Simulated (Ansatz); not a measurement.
**Ge2P+ (triplet): wave-function methods side by side, cc-pVTZ**

One table from this session's results is given with a row withheld; the runs are named, their logs left out.

The runs use Ansatz 0.2.0, Gaussian basis; cc-pVTZ, core rule «outside noble gas», up to 33 orbitals frozen.

To be run: UHF; CCSD(T) on ROHF; CCSD(T) on UHF; BCCD(T) on ROHF; CCSDT(Q) on ROHF; CCSDT(Q) on UHF; CASSCF and NEVPT2, 12 electrons in 12 orbitals.

2 further runs of the same task are left out: 2 set aside as unsound or not needed.

**What is computed**

The geometry is a PBE0/def2-TZVP stationary point (not a proven minimum) of the parent state, kept for this charge and spin. No spin-orbit coupling is included. The filled d shell of Ge may be among the frozen orbitals whatever the setting's name suggests; the logs give the count.

3 atoms, charge 1, spin multiplicity 3.

Atoms are counted from 1 here; the program's logs count them from 0.

Bond lengths: Ge1–P2 2.173 Å, P2–Ge3 2.173 Å. Angles: Ge1–P2–Ge3 117.9°.

The first run:

in.yaml

```yaml
crystal:
  periodic: [false, false, false]
  atoms:
    - {symbol: Ge, position_ang: [0.000000, -0.197066, 1.861801]}
    - {symbol: P, position_ang: [0.000000, 0.924323, 0.000000]}
    - {symbol: Ge, position_ang: [0.000000, -0.197066, -1.861801]}
basis:
  gaussian: {orbitals: cc-pVTZ}
total_charge: 1
magnetization: {spin_polarized: true, initial_magnetization: 2}
hamiltonian: {xc: hf}
output: {orbitals: {seedname: orbitals}}
```

On the command line:

```
$ ansatz run in.yaml --threads 1 --pin off --events-out ev --progress --plain --max-ram 4096MiB --backend cpu
```

Steps of the session up to this table: UHF; CCSD(T) on ROHF; CCSD(T) on UHF; BCCD(T) on ROHF; CCSDT(Q) on ROHF; CCSDT(Q) on UHF; CASSCF and NEVPT2, 12 electrons in 12 orbitals.

One of the session's tables, all rows but one given; the rest of the session is left out.

It belongs to the step «Misses and costs». 

```
        method  from RCCSDT(Q) (meV)
          ROHF               +8808.2
           UHF               +8628.7
          RMP2                     ?
          UMP2               +1651.0
         RCCSD                +637.5
         UCCSD                +627.9
      RCCSD(T)                +119.8
      UCCSD(T)                +118.7
       BCCD(T)                +117.3
        RCCSDT                 +52.9
        UCCSDT                 +49.2
     RCCSDT(Q)                     0
     UCCSDT(Q)                  -6.1
CASSCF valence               +6145.4
NEVPT2 valence               +1289.5
```

**Question.** Estimate the row for RMP2.

The run gave: from RCCSDT(Q) (meV): +1619.7. In the column «from RCCSDT(Q) (meV)» it lies between NEVPT2 valence (+1289.5) and UMP2 (+1651.0).

To keep in mind: Restricted and unrestricted rows rest on different reference determinants; where their highest levels disagree by more than a few hundredths of an eV, they describe different states and don't form one ladder.
